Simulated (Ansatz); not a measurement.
**V (diamond type): a single-point run**

Wanted: a converged single-point run for V (diamond type), and a check of what comes out. The structure is shown as the input types it.

Program: Ansatz 0.2.0. Level of theory: DFT, LDA, norm-conserving pseudopotentials, Ansatz's default files, scalar-relativistic. These are calculated values, not measurements.

1 further run of the same task is left out (it didn't finish). Runs told in other sessions of the task aren't counted.

**1. The system as given**

Symmetry: Fd-3m, No. 227, cubic system. Conventional cell: a = 4.649 Å, b = 4.649 Å, c = 4.649 Å, α = 90.00°, β = 90.00°, γ = 90.00°. V (site symmetry -43m) is surrounded by 4 V at 2.01 Å.

Coordinates:

```cif
data_structure
_symmetry_space_group_name_H-M 'Fd-3m:1'
_symmetry_Int_Tables_number 227
_cell_length_a 4.6492
_cell_length_b 4.6492
_cell_length_c 4.6492
_cell_angle_alpha 90.000
_cell_angle_beta 90.000
_cell_angle_gamma 90.000
_cell_volume 100.49
loop_
_atom_site_label
_atom_site_type_symbol
_atom_site_symmetry_multiplicity
_atom_site_Wyckoff_symbol
_atom_site_fract_x
_atom_site_fract_y
_atom_site_fract_z
_atom_site_occupancy
V1 V 8 b 0.00000 0.50000 0.00000 1
```

**2. Input and run**

Contents of input.yaml:

```yaml
crystal:
  lattice:
    - [0.0, 2.3245757878, 2.3245757878]
    - [2.3245757878, 0.0, 2.3245757878]
    - [2.3245757878, 2.3245757878, 0.0]
  atoms:
    - { symbol: V, position: [-0.125, -0.125, -0.125] }
    - { symbol: V, position: [0.125, 0.125, 0.125] }
kpoints:
  mp_grid: { grid: [13, 13, 13] }
scf:
  occupations: { method: fermi_dirac, width: 0.05 }
  max_iter: 50
hamiltonian:
  xc: lda
  pseudopotentials: { kind: nc }
output:
  forces: true
  stress: true
  eigenvalues: true
basis:
  ecutrho_ratio: 1
```

On the command line:

```bash
ansatz run input.yaml --threads 1 --pin off --max-ram 2048MiB --backend cpu --events-out ev --progress --plain --runs-dir out
```

What happens when this is run?

The run converged and reported no error, with warnings (cutoff below recommended). It gives a pressure of 38 GPa, which is large; a structure far from rest gives such values too, whatever the setting.

In the input, basis.ecutrho_ratio is 1. The density cutoff must be at least four times the energy cutoff of the waves.

To check: delete basis.ecutrho_ratio (the default then holds).
